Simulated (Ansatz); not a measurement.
# C2H6Cl3NSi: up Jacob's ladder to CCSD(T)

An exercise on one series of results from a longer session: the logs are not shown, and one member is left open.

Method: functionals in def2-TZVPP, the program's frozen cores in correlated methods; program: Ansatz 0.2.0, Gaussian basis.

Plan: LDA (SPW92), PBE-D4, revPBE-D4, BLYP-D4, r2SCAN-D4, B97M-V, PBE0-D4, B3LYP-D4, r2SCANh-D4, r2SCAN0-D4, HSE06-D4, BHLYP-D4, CAM-B3LYP-D4, LC-ωPBE, ωB97X-V, ωB97M-V, B2PLYP, PBE-QIDH; CCSD(T)/def2-SVP; MP2/def2-TZVPP; MP2/def2-QZVPP; RPA on PBE.

## Structure used throughout

All runs share one geometry, relaxed beforehand with PBE0-D4 in a triple-zeta def2 set.

SMILES `CN(C)[Si](Cl)(Cl)Cl`, 13 atoms, charge 0, spin multiplicity 1.

Atoms are counted from 1 here; the program's logs count them from 0.

Bond lengths: C1–N2 1.449 Å, C1–H8 1.098 Å, C1–H9 1.095 Å, C1–H10 1.090 Å, N2–C3 1.449 Å, N2–Si4 1.687 Å, C3–H11 1.098 Å, C3–H12 1.095 Å, C3–H13 1.090 Å, Si4–Cl5 2.035 Å, Si4–Cl6 2.035 Å, Si4–Cl7 2.048 Å. Angles: N2–C1–H8 111.6°, N2–C1–H9 109.8°, N2–C1–H10 110.9°, H8–C1–H9 108.1°, H8–C1–H10 108.4°, H9–C1–H10 107.9°, C1–N2–C3 113.1°, C1–N2–Si4 122.0°, C3–N2–Si4 121.9°, N2–C3–H11 111.6°, N2–C3–H12 109.8°, N2–C3–H13 110.9°, H11–C3–H12 108.1°, H11–C3–H13 108.3°, H12–C3–H13 107.9°, N2–Si4–Cl5 109.9°, N2–Si4–Cl6 109.9°, N2–Si4–Cl7 114.1° and more.

As a file:

```
atom     x (Å)     y (Å)     z (Å)
  C1  -0.24225  -0.05221   1.48158
  N2   0.17192   0.05074   0.09720
  C3   1.06033  -1.01857  -0.31042
 Si4  -0.68553   0.97302  -1.02567
 Cl5   0.49996   1.39226  -2.62569
 Cl6  -1.30305   2.71086  -0.16581
 Cl7  -2.35986   0.05055  -1.75946
  H8  -0.79025  -0.98392   1.67163
  H9   0.63713  -0.03583   2.13443
 H10  -0.88189   0.78492   1.75988
 H11   0.58095  -2.00121  -0.21494
 H12   1.95776  -1.01557   0.31758
 H13   1.37538  -0.88974  -1.34562
```

The first run:

in.yaml reads:

```yaml
crystal:
  periodic: [false, false, false]
  atoms:
    - {symbol: C, position_ang: [-0.242250, -0.052207, 1.481581]}
    - {symbol: N, position_ang: [0.171922, 0.050735, 0.097202]}
    - {symbol: C, position_ang: [1.060332, -1.018569, -0.310423]}
    - {symbol: Si, position_ang: [-0.685532, 0.973020, -1.025670]}
    - {symbol: Cl, position_ang: [0.499956, 1.392261, -2.625691]}
    - {symbol: Cl, position_ang: [-1.303048, 2.710858, -0.165805]}
    - {symbol: Cl, position_ang: [-2.359864, 0.050550, -1.759463]}
    - {symbol: H, position_ang: [-0.790251, -0.983923, 1.671635]}
    - {symbol: H, position_ang: [0.637134, -0.035827, 2.134433]}
    - {symbol: H, position_ang: [-0.881890, 0.784921, 1.759876]}
    - {symbol: H, position_ang: [0.580948, -2.001209, -0.214944]}
    - {symbol: H, position_ang: [1.957764, -1.015571, 0.317584]}
    - {symbol: H, position_ang: [1.375381, -0.889739, -1.345615]}
basis:
  gaussian: {orbitals: def2-TZVPP}
hamiltonian: {xc: lda}
output: {orbitals: {seedname: orbitals}}
```

The run is started by

```bash
$ ansatz run in.yaml --threads 4 --pin off --events-out ev --progress --plain --max-ram 11315MiB
```

Among the steps run: LDA; PBE-D4 (GGA); revPBE-D4 (GGA); BLYP-D4 (GGA); r2SCAN-D4 (meta-GGA); B97M-V (meta-GGA); PBE0-D4 (hybrid); B3LYP-D4 (hybrid); r2SCANh-D4 (hybrid); r2SCAN0-D4 (hybrid); HSE06-D4 (hybrid); BHLYP-D4 (hybrid); CAM-B3LYP-D4 (range-separated); LC-ωPBE (range-separated); ωB97X-V (range-separated); ωB97M-V (range-separated); B2PLYP (double hybrid); PBE-QIDH (double hybrid).

One table of the session follows, with a row left open; its other results are not shown here.

It belongs to the step «Orbital energies across the functionals». 

```
  functional  HOMO (eV)  gap (eV)
 LDA (SPW92)      -5.96      5.02
      PBE-D4      -5.84      5.16
   revPBE-D4      -5.79      5.22
     BLYP-D4      -5.72      5.15
   r2SCAN-D4      -6.10      5.83
      B97M-V      -6.23      6.01
     PBE0-D4      -7.19      7.55
    B3LYP-D4      -6.96      7.06
  r2SCANh-D4      -6.60      6.69
  r2SCAN0-D4      -7.37      7.98
    HSE06-D4      -6.79      6.77
    BHLYP-D4          ?         ?
CAM-B3LYP-D4      -8.57     10.07
     LC-ωPBE      -9.92     12.73
     ωB97X-V      -9.58     12.24
     ωB97M-V      -9.47     11.88
```

**Question.** Estimate the row for BHLYP-D4.

Worked estimate for «HOMO (eV)». Against the share of exact exchange, BLYP-D4 (0, -5.72), B3LYP-D4 (0.2, -6.96) give a slope of -6.20 per unit share; at 0.5 the line stands at -8.82.

**Answer.** HOMO (eV): -8.47; gap (eV): 9.96. In «HOMO (eV)» the line misses by -0.35.
